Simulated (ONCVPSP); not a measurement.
# An ONCV potential for molybdenum, from input to tests

Task: generate the file, and judge it by its errors in other configurations, its logarithmic derivatives, its ghosts and its cutoff.

Program: ONCVPSP 4.0.1.1 (patched build). Reference atom: LDA (Perdew-Wang 92), scalar-relativistic, spherical and spin-unpolarised. All values are calculated.

## (1) The atom and the settings

The settings as typed:

```
element                 : molybdenum (Mo, Z = 42)
type                    : optimised norm-conserving Vanderbilt (ONCV)
frozen core             : [Ar] 3d10 4s2
valence charge          : 12
reference configuration : 4p6 4d6
partial waves           : s scattering state at 0.17 Ha: rc 2.15 bohr, ncon 3, nbas 6, qcut 2.8 1/bohr, 2 projectors, debl 1.5 Ha; 4p: rc 1.50 bohr, ncon 4, nbas 8, qcut 7.3 1/bohr, 2 projectors, debl 2.5 Ha; 4d: rc 2.05 bohr, ncon 4, nbas 9, qcut 6.8 1/bohr, 2 projectors, debl 3.4 Ha; f scattering state at 0.28 Ha: rc 1.60 bohr, ncon 4, nbas 7, qcut 6.9 1/bohr, 3 projectors, debl 2.8 Ha
local potential         : polynomial inside 1.30 bohr (lpopt 5, dvloc0 1 Ha)
core correction         : Teter function, fcfact 1.5, rcfact 1.1
```

The outer shells as boxes (Hund's rule for the drawing; the calculation is spin-unpolarised):

```
[Ar] core
3d [↑↓][↑↓][↑↓][↑↓][↑↓]
4s [↑↓]
4p [↑↓][↑↓][↑↓]
4d [↑↓][↑ ][↑ ][↑ ][↑ ]
```

An earlier all-electron run gives the scale for the radii.

All-electron outer shells of the reference configuration (LDA (PZ), scalar-relativistic, ld1.x):

```csv
shell,level (eV),outermost node (bohr),outermost maximum (bohr)
4p,-36.59,0.52,1.06
5s,-3.72,1.35,3.00
4d,-2.52,0.53,1.42
5p,-0.87,1.56,4.32
```

## (2) Generation

Input file Mo.dat:

```
# ATOM AND REFERENCE CONFIGURATION
# atsym  z   nc   nv     iexc    psfile
  Mo 42.00    7    2  -001012      upf
#
#   n    l    f
    1    0    2.00
    2    0    2.00
    2    1    6.00
    3    0    2.00
    3    1    6.00
    3    2   10.00
    4    0    2.00
    4    1    6.00
    4    2    6.00
#
# PSEUDOPOTENTIAL AND OPTIMIZATION
# lmax
    3
#
#   l,   rc,      ep,       ncon, nbas, qcut
    0    2.15    0.17    3    6    2.80
    1    1.50    0.00    4    8    7.30
    2    2.05    0.00    4    9    6.80
    3    1.60    0.28    4    7    6.90
#
# LOCAL POTENTIAL
# lloc, lpopt,  rc(5),   dvloc0
    4    5    1.30    1.00
#
# VANDERBILT-KLEINMAN-BYLANDER PROJECTORs
# l, nproj, debl
    0    2    1.50
    1    2    2.50
    2    2    3.40
    3    3    2.80
#
# MODEL CORE CHARGE
# icmod, fcfact, rcfact
    3    1.50    1.10
#
# LOG DERIVATIVE ANALYSIS
# epsh1, epsh2, depsh
   -3.00    5.00    0.02
#
# OUTPUT GRID
# rlmax, drl
    6.00    0.01
#
# TEST CONFIGURATIONS
# ncnf
    4
# nvcnf
#   n    l    f
    3
    4    1    6.00
    4    2    5.00
    5    0    1.00
#
    2
    4    1    6.00
    4    2    5.00
#
    2
    4    1    6.00
    4    2    4.00
#
    2
    4    1    6.00
    4    2    3.00
#
```

Launch:

```bash
oncvpsp.x < Mo.dat > Mo.out
```

What does the calculation give? Wanted: cutoffs for 1 and 0.1 mHa per electron, occupied waves; bound ghosts; GHOST(+) flags; largest test error; largest phase difference near zero energy, channels read; rms error of d²Exc/dn², without and with the model core; projector energies reset by the program.

**Answer**, as computed:

| quantity | value |
| --- | --- |
| cutoffs for 1 and 0.1 mHa per electron, occupied waves | 20 Ha and 26 Ha |
| bound ghosts | s at -49.39 eV |
| GHOST(+) flags | s at 170 eV, f at 1899 eV |
| largest test error (AE − PS) | -8.8 meV, for 4p6 4d5 5s1 (1 test unsolved) |
| largest phase difference near zero energy, channels read | 0.001 rad |
| rms error of d²Exc/dn², without and with the model core | 5.53 and 4.63 mHa |
| projector energies reset by the program | s: 0.050, 1.550 Ha |

**Reading.** It has a bound ghost (s), a state that the atom doesn't have, and that rules the file out. By total energies transferability is good where solved: the largest error is 8.8 meV on 0.8 eV, for 4p6 4d5 5s1. Atomic tests can pass in spite of a ghost, since they solve only for the levels asked. Of the tests 1 gave no usable energy difference, which is a warning in itself. The potential is of middling hardness: the looser tolerance needs 20 Ha. The 4p wave sets it; 4d needs 16 Ha. Near zero energy the phases of the channels with partial waves agree within 0.001 rad. The program also flags highly localised states, GHOST(+) (s, f).
